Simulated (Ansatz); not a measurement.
**Cu(PH3)(NH2) (CuH₅NP): single points with varied inputs**

Aim: run Cu(PH3)(NH2) (CuH₅NP) under a spread of inputs, and see what each costs and gives.

The runs use Ansatz 0.2.0, Gaussian basis; the settings change from run to run.

## 1. The geometry

The structure was relaxed beforehand with PBE-D4 in a triple-zeta def2 set.

8 atoms, charge 0, spin multiplicity 1.

Atoms are counted from 1 here; the program's logs count them from 0.

Bond lengths: Cu1–P2 2.139 Å, Cu1–N6 1.826 Å, P2–H3 1.423 Å, P2–H4 1.427 Å, P2–H5 1.423 Å, N6–H7 1.023 Å, N6–H8 1.023 Å. Angles: P2–Cu1–N6 176.7°, Cu1–P2–H3 118.4°, Cu1–P2–H4 123.4°, Cu1–P2–H5 118.7°, H3–P2–H4 96.9°, H3–P2–H5 97.1°, H4–P2–H5 96.8°, Cu1–N6–H7 114.8°, Cu1–N6–H8 114.9°, H7–N6–H8 106.1°.

## 2. wB97X/def2-SVP

Options: charge -1, multiplicity 2, high accuracy.

in.yaml

```yaml
crystal:
  periodic: [false, false, false]
  atoms:
    - {symbol: Cu, position_ang: [0.006921, 0.096748, -0.537763]}
    - {symbol: P, position_ang: [0.001095, 0.020777, 1.600321]}
    - {symbol: H, position_ang: [-1.119633, -0.564529, 2.252903]}
    - {symbol: H, position_ang: [0.094939, 1.179042, 2.428720]}
    - {symbol: H, position_ang: [1.006174, -0.740623, 2.259726]}
    - {symbol: N, position_ang: [0.009020, 0.267909, -2.355388]}
    - {symbol: H, position_ang: [0.817739, -0.146350, -2.824545]}
    - {symbol: H, position_ang: [-0.816265, -0.112983, -2.823974]}
basis:
  gaussian: {orbitals: def2-SVP}
total_charge: -1
magnetization: {spin_polarized: true, initial_magnetization: 1}
hamiltonian: {xc: {name: wB97X}}
accuracy: high
scf: {omitted_lower_state_checks: [starts]}
```

Launch:

```sh
$ ansatz run in.yaml --threads 4 --pin off --events-out ev --progress --plain --max-ram 3916MiB
```

What it wrote, shortened:

```text
Functional definition: wB97X
  name "wB97X"
  cite "Chai & Head-Gordon, J. Chem. Phys. 128, 084106 (2008) doi:10.1063/1.2834918"
  cite "Becke, J. Chem. Phys. 107, 8554 (1997) doi:10.1063/1.475007"
[...]
  # The coefficients of nought are those of the uniform gas.
[...]
      + exact_x_lr(omega)
[...]
      + integral(e_c_pw_opposite_spin*poly(b97_u_opposite, 1, cos1, cos2, cos3, cos4))
[...]
1981 factors; integrals over basis functions are off by at most 9.4e-9 eV
350 factors; integrals over basis functions are off by at most 1.9e-9 eV
[...]
mean field -55489.28806999 eV, -2039.1937245817 hartree, gradient 5.4e-8 eV, S^2 0.752749; 0 other end points of the search recorded, 0 dependent functions left out
reference -55489.28807021 eV, -2039.1937245898 hartree; 29, 28 occupied and 59, 60 virtual orbitals, 1981 factors
Total energy: -55489.28807021 eV, -2039.1937245898 hartree
Checks for a lower state left out: starts
```

Run time: 75 s. Hardware: 4 threads of Arm Neoverse N1, shared host; peak memory 1.1 GiB.

⟨S²⟩ 0.753.

## 3. wB97X-V/6-31G

Set apart from the defaults: the search for lower states set to off.

in.yaml: that of step 2 with these lines changed.

```diff
@@ -12,7 +12,5 @@
 basis:
-  gaussian: {orbitals: def2-SVP}
-total_charge: -1
-magnetization: {spin_polarized: true, initial_magnetization: 1}
-hamiltonian: {xc: {name: wB97X}}
-accuracy: high
-scf: {omitted_lower_state_checks: [starts]}
+  gaussian: {orbitals: 6-31G}
+hamiltonian: {xc: {name: wB97X-V}}
+scf: {lower_state_search: off}
+output: {forces: true}
```

Same command.

What it wrote, shortened:

```text
Functional definition: wB97X-V
  name "wB97X-V"
  cite "Mardirossian & Head-Gordon, Phys. Chem. Chem. Phys. 16, 9904 (2014) doi:10.1039/C3CP54374A"
  cite "Becke, J. Chem. Phys. 107, 8554 (1997) doi:10.1063/1.475007"
  cite "Vydrov & Van Voorhis, J. Chem. Phys. 133, 244103 (2010) doi:10.1063/1.3521275"
[...]
      + integral(e_c_pw_opposite_spin*poly(b97_u_opposite, cos0, cos1)) + vv10(b, c)
[...]
718 factors; integrals over basis functions are off by at most 2.5e-4 eV
206 factors; integrals over basis functions are off by at most 3.9e-4 eV
[...]
mean field -55483.77880888 eV, -2038.9912629704 hartree, gradient 7.1e-7 eV, S^2 0.000000; 0 other end points of the search recorded, 0 dependent functions left out
[...]
reference -55483.77880670 eV, -2038.9912628903 hartree; 28, 28 occupied and 33, 33 virtual orbitals, 718 factors
Total energy: -55483.77880670 eV, -2038.9912628903 hartree
Atom 0 at     0.006921     0.096748    -0.537763 Å, force     0.013716     0.429957    -1.489043 eV/Å
Atom 1 at     0.001095     0.020777     1.600321 Å, force    -0.004809    -0.073709     0.924659 eV/Å
Atom 2 at    -1.119633    -0.564529     2.252903 Å, force    -0.128785    -0.062875    -0.065637 eV/Å
Atom 3 at     0.094939     1.179042     2.428720 Å, force     0.009201     0.128361    -0.177571 eV/Å
Atom 4 at     1.006174    -0.740623     2.259726 Å, force     0.116651    -0.084574    -0.067464 eV/Å
Atom 5 at     0.009020     0.267909    -2.355388 Å, force    -0.020386    -1.045933     1.137569 eV/Å
Atom 6 at     0.817739    -0.146350    -2.824545 Å, force     0.068133     0.352887    -0.132179 eV/Å
Atom 7 at    -0.816265    -0.112983    -2.823974 Å, force    -0.053722     0.355885    -0.130334 eV/Å
Dipole moment:    -0.007831    -0.289364     1.060601 e Å
Checks for a lower state left out: stability, starts, cluster_reference, orbital_swaps, neighbouring_geometries, increment
```

Run time: 4.5 s. Hardware: 4 threads of Arm Neoverse N1, shared host.

Largest force 1.550 eV/Å, dipole 5.28 D.

## 4. SVWN5/def2-TZVP

This run has charge +1, multiplicity 2.

in.yaml: that of step 3 with these lines changed.

```diff
@@ -12,5 +12,7 @@
 basis:
-  gaussian: {orbitals: 6-31G}
-hamiltonian: {xc: {name: wB97X-V}}
-scf: {lower_state_search: off}
+  gaussian: {orbitals: def2-TZVP}
+total_charge: 1
+magnetization: {spin_polarized: true, initial_magnetization: 1}
+hamiltonian: {xc: {name: SVWN5}}
+scf: {omitted_lower_state_checks: [starts]}
 output: {forces: true}
```

Same command.

What it wrote, shortened:

```text
Functional definition: SVWN5
  name "SVWN5"
  cite "Dirac, Proc. Camb. Phil. Soc. 26, 376 (1930) doi:10.1017/S0305004100016108"
  cite "Slater, Phys. Rev. 81, 385 (1951) doi:10.1103/PhysRev.81.385"
  cite "Vosko, Wilk & Nusair, Can. J. Phys. 58, 1200 (1980) doi:10.1139/p80-159"
[...]
1098 factors; their error is unknown
[...]
mean field -55372.91721041 eV, -2034.9171743711 hartree, gradient 2.8e-5 eV, S^2 0.752343; 0 other end points of the search recorded, 0 dependent functions left out
[...]
reference -55372.91726014 eV, -2034.9171761987 hartree; 28, 27 occupied and 115, 116 virtual orbitals, 1098 factors
Total energy: -55372.91726014 eV, -2034.9171761987 hartree
Atom 0 at     0.006921     0.096748    -0.537763 Å, force     0.021882     0.693797    -0.837795 eV/Å
Atom 1 at     0.001095     0.020777     1.600321 Å, force    -0.018187    -0.197085     1.249557 eV/Å
Atom 2 at    -1.119633    -0.564529     2.252903 Å, force    -0.065574    -0.021059    -0.207431 eV/Å
Atom 3 at     0.094939     1.179042     2.428720 Å, force     0.008182     0.086235    -0.357288 eV/Å
Atom 4 at     1.006174    -0.740623     2.259726 Å, force     0.063613    -0.032391    -0.211838 eV/Å
Atom 5 at     0.009020     0.267909    -2.355388 Å, force    -0.024719    -1.270735     1.382301 eV/Å
Atom 6 at     0.817739    -0.146350    -2.824545 Å, force     0.473357     0.361045    -0.509551 eV/Å
Atom 7 at    -0.816265    -0.112983    -2.823974 Å, force    -0.458554     0.380192    -0.507953 eV/Å
Dipole moment:    -0.005818    -0.233156     0.032130 e Å
Checks for a lower state left out: starts
```

It took 2 s on 4 threads of Arm Neoverse N1, shared host.

Largest force 1.878 eV/Å, ⟨S²⟩ 0.752.

## 5. The runs in one table

```csv
level,charge,multiplicity,geometry,functions,energy (eV),time
wB97X/def2-SVP,-1,2,relaxed,88,-55489.288,75 s
wB97X-V/6-31G,0,1,relaxed,61,-55483.779,4.5 s
SVWN5/def2-TZVP,1,2,relaxed,143,-55372.917,2 s
```

## 6. What came out

| quantity | value |
| --- | --- |
| runs | 3 |
| quickest | SVWN5/def2-TZVP, 2 s |
| slowest | wB97X/def2-SVP, 75 s |

The runs differ in state or geometry as well as level, so their energies can't be set against each other. Run time spans a factor of 36, from SVWN5/def2-TZVP to wB97X/def2-SVP. The jobs differ in tasks and options as well as level. At the PBE-D4/def2-TZVP geometry and in the same state, runs without warnings or point charges leave forces up to 1.55 eV/Å (wB97X-V/6-31G).
